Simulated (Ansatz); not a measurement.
Wanted: the native input for an Ansatz 0.2.0 run.

- Task: relaxation of cell and atoms
- Functional: PBEsol
- Dispersion: D3(BJ)-ATM
- Potentials or basis: Ansatz PAW
- Cutoff: 420 eV (not typed: the program's choice for these potentials)
- k mesh: 10 × 10 × 10
- Occupations: fermi-dirac, width 0.1 eV
- Spin: collinear spin, ferromagnetic start
- Starting moments: [0.5, 0.0] μB

Crystal: HfB.

```
CELL_PARAMETERS angstrom
0.00000 2.31000 2.31000
2.31000 0.00000 2.31000
2.31000 2.31000 0.00000
ATOMIC_POSITIONS crystal
Hf 0.50000 0.50000 0.50000
B 0.00000 0.00000 0.00000
```

One way to write it, as run:

input.yaml

```yaml
crystal:
  lattice:
    - [0.0, 2.31, 2.31]
    - [2.31, 0.0, 2.31]
    - [2.31, 2.31, 0.0]
  atoms:
    - { symbol: Hf, position: [0.5, 0.5, 0.5], spin: 0.5 }
    - { symbol: B, position: [0.0, 0.0, 0.0] }
hamiltonian:
  xc: pbesol
  pseudopotentials: { kind: paw, core: small }
  dispersion: d3bjatm
magnetization:
  spin_polarized: true
kpoints:
  mp_grid: { grid: [10, 10, 10] }
scf:
  occupations: { method: fermi_dirac, width: 0.1 }
output:
  forces: true
  stress: true
relax:
  f_tol: 0.01
  max_steps: 40
  cell: { stress_tol: 0.05 }
```

Potentials or basis: Ansatz PAW.

Launch:

```bash
$ ansatz run input.yaml --threads 1 --pin off --max-ram 2560MiB --backend cpu --events-out ev --progress --plain --runs-dir out
```

Results of the run:

| Item | Value |
| --- | --- |
| Relaxed volume | 13.45 Å³/atom |
| Relaxed cell | a = 3.363 Å, b = 3.363 Å, c = 3.363 Å, α = 60.00°, β = 60.00°, γ = 60.00° |
| Space group after relaxing (to 0.05 Å) | Fm-3m (No. 225) |
| Energy gained by relaxing | 62.1 meV/atom |
| Ionic steps | 8 |
| Pressure after relaxing | 0.0 GPa |
| Net moment | 0.00 μB per cell |
| Absolute moment | 0.00 μB per cell |

Caveat: the plane-wave basis is chosen anew once the cell has moved, so the energies of steps on either side of that aren't comparable; the PAW data sets come from PBE, with cores solved anew for the run's functional, which leaves a small shift of forces and pressure; the starting moments weren't kept.

It took 18 s on 1 thread of Arm Neoverse V2 (shared host), peak memory 0.32 GiB.
